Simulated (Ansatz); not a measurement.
Here is an Ansatz input file for YRh5, space group P6/mmm. Write the same calculation for the Python package.

```yaml
crystal:
  lattice:
    - [5.141, 0.0, 0.0]
    - [-2.5705, 4.452237, 0.0]
    - [0.0, 0.0, 4.294]
  atoms:
    - { symbol: "Y", position: [0.0, 0.0, 0.0] }
    - { symbol: Rh, position: [0.333333, 0.666667, 0.0] }
    - { symbol: Rh, position: [0.666667, 0.333333, 0.0] }
    - { symbol: Rh, position: [0.5, 0.0, 0.5] }
    - { symbol: Rh, position: [0.5, 0.5, 0.5] }
    - { symbol: Rh, position: [0.0, 0.5, 0.5] }
kpoints:
  mp_grid:
    kspacing: 0.3
hamiltonian:
  xc: lda
scf:
  occupations:
    method: cold
    width: 0.05
  eigensolver:
    kind: davidson
  n_extra_bands: 32
output:
  stress: true
  eigenvalues: true
```

`run_deck.py`:
```python
# -*- coding: utf-8 -*-
'''YRh5 from an input typed as a mapping.'''

import json
import warnings

import ansatz as az
import numpy as np

warnings.simplefilter('ignore', az.DeckWarning)

deck = {
    'crystal': {
        'lattice': [[5.141, 0.0, 0.0], [-2.5705, 4.452237, 0.0], [0.0, 0.0, 4.294]],
        'atoms': [
            {'symbol': 'Y', 'position': [0.0, 0.0, 0.0]},
            {'symbol': 'Rh', 'position': [0.333333, 0.666667, 0.0]},
            {'symbol': 'Rh', 'position': [0.666667, 0.333333, 0.0]},
            {'symbol': 'Rh', 'position': [0.5, 0.0, 0.5]},
            {'symbol': 'Rh', 'position': [0.5, 0.5, 0.5]},
            {'symbol': 'Rh', 'position': [0.0, 0.5, 0.5]},
        ],
    },
    'kpoints': {'mp_grid': {'kspacing': 0.3}},
    'hamiltonian': {'xc': 'lda'},
    'scf': {
        'occupations': {'method': 'cold', 'width': 0.05},
        'eigensolver': {'kind': 'davidson'},
        'n_extra_bands': 32,
    },
    'output': {'stress': True, 'eigenvalues': True},
}

res = az.Session.from_dict(deck).plan().execute()
data = res.report

n_atoms = len(data['lattice']['sites'])
print('F =', round(data['free_energy_ev'], 4), 'eV for', n_atoms, 'atoms')
print('E(sigma -> 0) =', round(data['energy_sigma0_ev'], 4), 'eV, TS =', round(data['entropy_ts_ev'], 5), 'eV')
print('closed by', data['closed_by'], 'after', data['n_iterations'], 'iterations')

# pressure is a third of the trace
stress = np.array(data['stress_gpa'])
print(f'pressure {np.trace(stress) / 3:.3f} GPa')
print('stress tensor, GPa, positive in compression')
print(np.round(stress, 3) + 0.0)

gap = None if 'band_edges_ev' not in data else data['band_edges_ev'][1] - data['band_edges_ev'][0]
print('gap on the k mesh:', 'withheld (metal, or smearing too wide to tell)' if gap is None else f'{gap:.3f} eV')
print('lowest empty less highest filled band, by band count:', round(data['gap_by_band_count_ev'], 3), 'eV')

fermi = data['fermi_energy_ev']
print('levels less the Fermi level (eV) at the first k-points (first spin channel where there are two)')
for k, levels in list(zip(data['kpoints_frac'], data['eigenvalues_ev']))[:6]:
    print('k = ({:.3f}, {:.3f}, {:.3f})'.format(*k))
    print('   ', ' '.join(f'{e - fermi:.3f}' for e in levels))

keep = ['free_energy_ev', 'energy_sigma0_ev', 'fermi_energy_ev', 'n_iterations', 'converged', 'magnetization_mub', 'n_kpoints']
with open('yrh5.json', 'w') as handle:
    json.dump({key: data[key] for key in keep}, handle, indent=1)

print('doubts on the final state:', data['published_state_doubts'] or 'none')
print('warnings:', sorted({n['data']['kind'] for n in res.notices if n['data'].get('severity') in ('warning', 'doubt')}) or 'none')
```

`python run_deck.py` gives:
```text
F = -35140.4137 eV for 6 atoms
E(sigma -> 0) = -35140.4154 eV, TS = -0.00509 eV
closed by deck_thresholds after 6 iterations
pressure -5.759 GPa
stress tensor, GPa, positive in compression
[[-4.681  0.     0.   ]
 [ 0.    -4.681  0.   ]
 [ 0.     0.    -7.915]]
gap on the k mesh: withheld (metal, or smearing too wide to tell)
lowest empty less highest filled band, by band count: -1.645 eV
levels less the Fermi level (eV) at the first k-points (first spin channel where there are two)
k = (0.000, 0.000, 0.000)
    -78.270 -78.156 -78.156 -77.885 -77.882 -46.801 -46.613 -46.286 -46.286 -46.192 -46.192 -46.083 -45.857 -45.857 -45.813 -45.813 -45.764 -45.725 -45.682 -45.682 -41.819 -21.877 -21.877 -21.875 -7.275 -5.933 -4.533 -4.533 -4.471 -4.320 -4.320 -4.016 -3.598 -3.598 -2.613 -2.601 -2.601 -1.959 -1.959 -1.752 -1.291 -1.291 -0.541 -0.534 -0.534 -0.232 -0.232 1.363 1.363 1.804 2.204 2.853 2.853 3.211 3.268 3.857 3.857 4.513 4.513 9.037 9.384 9.384 11.431 11.709 11.709 11.848 12.197 12.409 12.409 13.343 15.237 15.237 15.625 16.684 16.684 18.066 18.335 18.963 18.963 19.212
k = (0.000, 0.000, 0.200)
    -78.265 -78.156 -78.156 -77.889 -77.882 -46.849 -46.539 -46.278 -46.278 -46.236 -46.236 -46.031 -45.855 -45.855 -45.843 -45.767 -45.767 -45.725 -45.693 -45.693 -41.819 -21.895 -21.877 -21.877 -6.911 -5.652 -5.281 -4.466 -4.466 -4.278 -4.278 -3.876 -3.814 -3.814 -2.307 -2.307 -2.177 -2.177 -2.072 -1.393 -0.704 -0.704 -0.571 -0.476 -0.476 -0.070 -0.070 0.438 0.438 0.612 1.805 2.555 2.555 2.929 2.929 3.123 3.709 6.205 6.205 9.404 9.404 9.474 10.661 11.105 11.457 11.457 11.618 11.618 12.443 13.831 16.324 16.324 16.564 16.843 16.843 17.003 19.376 19.376 19.737 19.922
k = (0.000, 0.000, 0.400)
    -78.258 -78.156 -78.156 -77.896 -77.882 -46.916 -46.355 -46.293 -46.293 -46.265 -46.265 -46.037 -45.958 -45.850 -45.850 -45.725 -45.714 -45.714 -45.707 -45.707 -41.817 -21.927 -21.877 -21.877 -6.224 -6.005 -4.832 -4.832 -4.823 -3.779 -3.779 -3.734 -3.649 -3.649 -2.559 -2.346 -2.346 -2.083 -2.083 -1.647 -1.063 -1.063 -0.619 -0.323 -0.323 0.075 0.075 0.248 0.617 0.617 1.804 1.804 1.805 2.094 2.094 2.793 4.254 8.483 8.483 9.022 9.200 9.566 9.566 9.728 10.334 10.334 10.593 10.593 14.954 15.228 17.301 17.418 17.684 17.684 17.817 17.817 19.656 19.955 20.139 20.139
k = (0.000, 0.200, 0.000)
    -78.260 -78.166 -78.156 -77.884 -77.882 -46.745 -46.591 -46.297 -46.276 -46.253 -46.192 -46.009 -45.905 -45.875 -45.813 -45.802 -45.778 -45.746 -45.696 -45.680 -41.818 -21.883 -21.876 -21.876 -6.922 -5.610 -4.511 -4.383 -4.282 -4.261 -4.021 -3.930 -3.800 -3.598 -2.932 -2.844 -2.655 -2.107 -1.848 -1.596 -1.267 -1.173 -0.695 -0.621 -0.596 -0.346 -0.283 0.251 0.862 1.104 1.372 2.185 2.728 2.940 4.268 4.299 4.433 5.253 5.403 9.062 9.533 9.925 10.335 11.224 11.357 11.891 12.180 12.857 13.269 13.783 15.327 15.968 16.394 16.650 17.152 18.151 18.192 18.627 19.127 19.213
k = (0.000, 0.200, 0.200)
    -78.256 -78.166 -78.156 -77.888 -77.883 -46.794 -46.526 -46.288 -46.271 -46.245 -46.236 -46.005 -45.911 -45.870 -45.848 -45.771 -45.759 -45.745 -45.697 -45.691 -41.817 -21.895 -21.882 -21.875 -6.577 -5.334 -5.218 -4.419 -4.356 -4.282 -4.080 -3.790 -3.672 -3.628 -2.644 -2.507 -2.321 -2.077 -1.893 -1.847 -1.121 -0.914 -0.659 -0.612 -0.518 -0.461 -0.054 0.159 0.344 0.885 1.156 1.564 2.509 2.675 3.368 4.600 4.682 5.446 5.887 9.107 9.367 9.580 10.141 10.712 11.340 12.138 12.754 12.807 13.101 14.408 15.612 15.862 16.768 16.994 17.456 17.791 18.402 18.589 19.364 19.807
k = (0.000, 0.200, 0.400)
    -78.250 -78.165 -78.156 -77.895 -77.883 -46.858 -46.368 -46.295 -46.294 -46.277 -46.230 -46.039 -45.959 -45.882 -45.864 -45.748 -45.715 -45.713 -45.707 -45.707 -41.816 -21.925 -21.880 -21.875 -5.886 -5.842 -4.758 -4.695 -4.527 -4.037 -3.753 -3.623 -3.453 -3.419 -2.987 -2.500 -2.414 -2.252 -1.950 -1.780 -1.164 -1.047 -1.041 -0.618 -0.437 -0.183 -0.031 0.251 0.831 0.841 0.957 1.228 2.034 2.496 2.770 3.093 4.456 6.582 7.191 7.737 9.419 9.458 9.933 10.425 10.827 11.589 12.247 12.746 15.357 15.580 15.909 16.879 17.207 17.277 17.817 18.391 18.933 19.447 19.866 20.305
doubts on the final state: none
warnings: none
```

Notes:
- These settings explore the input space; cutoff and mesh may be short of convergence.
- The negative TS is no error: cold and Methfessel-Paxton smearing have a generalised entropy.
- The mesh is modest for a metal, so energies can be off by several to tens of meV an atom and pressures by half a GPa or more; differences at equal mesh fare better.
- A gap by band count of zero or less means overlapping bands, a metal.
- At these settings the cell as given stands under about -6 GPa, so it isn't at this functional's equilibrium volume.
- The starting cell is as deposited in a crystallographic database; the results hold for this polymorph, which needn't be the stable one.
- Levels are Kohn-Sham eigenvalues on this mesh, without spin-orbit coupling.
- It ran for 9.2 s on 1 thread of Arm Neoverse V2, on a shared host, peak memory 0.44 GiB.

(Lines on the test bed's own set-up are left out of the output.)
